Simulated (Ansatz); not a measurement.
# C2H11InOSi: a ladder of functionals and wavefunction methods

One table from this session's results is given with a row withheld; the runs are named, their logs left out.

Method: functionals in def2-TZVPP, the program's frozen cores in correlated methods; program: Ansatz 0.2.0, Gaussian basis.

Plan: LDA (SPW92), PBE-D4, revPBE-D4, BLYP-D4, r2SCAN-D4, B97M-V, PBE0-D4, B3LYP-D4, r2SCANh-D4, r2SCAN0-D4, HSE06-D4, BHLYP-D4, CAM-B3LYP-D4, LC-ωPBE, ωB97X-V, ωB97M-V, B2PLYP, PBE-QIDH; CCSD(T)/def2-SVP; MP2/def2-TZVPP; MP2/def2-QZVPP; RPA on PBE.

**Structure used throughout**

An earlier PBE0-D4 in a triple-zeta def2 set relaxation fixed the geometry. In takes the def2 core potential; no spin-orbit term is included.

SMILES `[CH3][InH-]([CH3])[OH+][SiH3]`, 16 atoms, charge 0, spin multiplicity 1.

Atoms are counted from 1 here; the program's logs count them from 0.

Bond lengths: C1–In2 2.161 Å, C1–H6 1.092 Å, C1–H7 1.093 Å, C1–H8 1.091 Å, In2–C3 2.168 Å, In2–O4 2.478 Å, In2–H9 1.746 Å, C3–H10 1.093 Å, C3–H11 1.092 Å, C3–H12 1.092 Å, O4–Si5 1.671 Å, O4–H13 0.960 Å, Si5–H14 1.483 Å, Si5–H15 1.477 Å, Si5–H16 1.484 Å. Angles: In2–C1–H6 110.8°, In2–C1–H7 110.4°, In2–C1–H8 110.8°, H6–C1–H7 107.9°, H6–C1–H8 108.9°, H7–C1–H8 107.9°, C1–In2–C3 119.9°, C1–In2–O4 97.6°, C1–In2–H9 120.0°, C3–In2–O4 94.2°, C3–In2–H9 118.9°, O4–In2–H9 89.0°, In2–C3–H10 110.0°, In2–C3–H11 111.4°, In2–C3–H12 111.2°, H10–C3–H11 107.6°, H10–C3–H12 107.5°, H11–C3–H12 108.9° and more.

The first run:

in.yaml reads:

```yaml
crystal:
  periodic: [false, false, false]
  atoms:
    - {symbol: C, position_ang: [-0.395740, 2.308162, -0.943507]}
    - {symbol: In, position_ang: [0.923395, 1.009677, 0.172616]}
    - {symbol: C, position_ang: [1.823340, -0.709274, -0.795555]}
    - {symbol: O, position_ang: [-0.822849, -0.320371, 1.321365]}
    - {symbol: Si, position_ang: [-1.482068, -1.758141, 0.782364]}
    - {symbol: H, position_ang: [-0.953370, 1.743365, -1.693064]}
    - {symbol: H, position_ang: [0.178081, 3.079956, -1.462455]}
    - {symbol: H, position_ang: [-1.103254, 2.806017, -0.278314]}
    - {symbol: H, position_ang: [1.526958, 1.510244, 1.733007]}
    - {symbol: H, position_ang: [2.766377, -0.421301, -1.267037]}
    - {symbol: H, position_ang: [1.174066, -1.113770, -1.574970]}
    - {symbol: H, position_ang: [2.044068, -1.498574, -0.073786]}
    - {symbol: H, position_ang: [-0.689366, -0.206057, 2.265386]}
    - {symbol: H, position_ang: [-0.576197, -2.893318, 1.083563]}
    - {symbol: H, position_ang: [-1.646804, -1.579073, -0.674518]}
    - {symbol: H, position_ang: [-2.789436, -1.980142, 1.449305]}
basis:
  gaussian: {orbitals: def2-TZVPP}
hamiltonian: {xc: lda}
output: {orbitals: {seedname: orbitals}}
```

On the command line:

```console
> ansatz run in.yaml --threads 4 --pin off --events-out ev --progress --plain --max-ram 11315MiB
```

Steps of the session up to this table: LDA; PBE-D4 (GGA); revPBE-D4 (GGA); BLYP-D4 (GGA); r2SCAN-D4 (meta-GGA); B97M-V (meta-GGA); B3LYP-D4 (hybrid); r2SCANh-D4 (hybrid); r2SCAN0-D4 (hybrid); HSE06-D4 (hybrid); BHLYP-D4 (hybrid); CAM-B3LYP-D4 (range-separated); LC-ωPBE (range-separated); ωB97X-V (range-separated); ωB97M-V (range-separated); B2PLYP (double hybrid); PBE-QIDH (double hybrid).

One of the session's tables, all rows but one given; the rest of the session is left out.

It belongs to the step «Frontier levels by functional». 

```
  functional  HOMO (eV)  gap (eV)
 LDA (SPW92)      -5.79      3.89
      PBE-D4      -5.61      3.95
   revPBE-D4      -5.54      4.01
     BLYP-D4      -5.45      3.88
   r2SCAN-D4      -5.82      4.59
      B97M-V      -5.88      4.33
     PBE0-D4      -6.75      5.93
    B3LYP-D4      -6.52      5.45
  r2SCANh-D4      -6.25      5.29
  r2SCAN0-D4      -6.90      6.34
    HSE06-D4      -6.35      5.17
    BHLYP-D4          ?         ?
CAM-B3LYP-D4      -8.05      8.11
     LC-ωPBE      -9.41     10.63
     ωB97X-V      -9.04     10.10
     ωB97M-V      -8.94      9.61
```

Q: Estimate the row for BHLYP-D4 from the others.

Worked estimate for «HOMO (eV)». Against the share of exact exchange, BLYP-D4 (0, -5.45), B3LYP-D4 (0.2, -6.52) give a slope of -5.35 per unit share; at 0.5 the line stands at -8.12.

The run gave: HOMO (eV): -7.77; gap (eV): 7.71. In «HOMO (eV)» the line misses by -0.35.
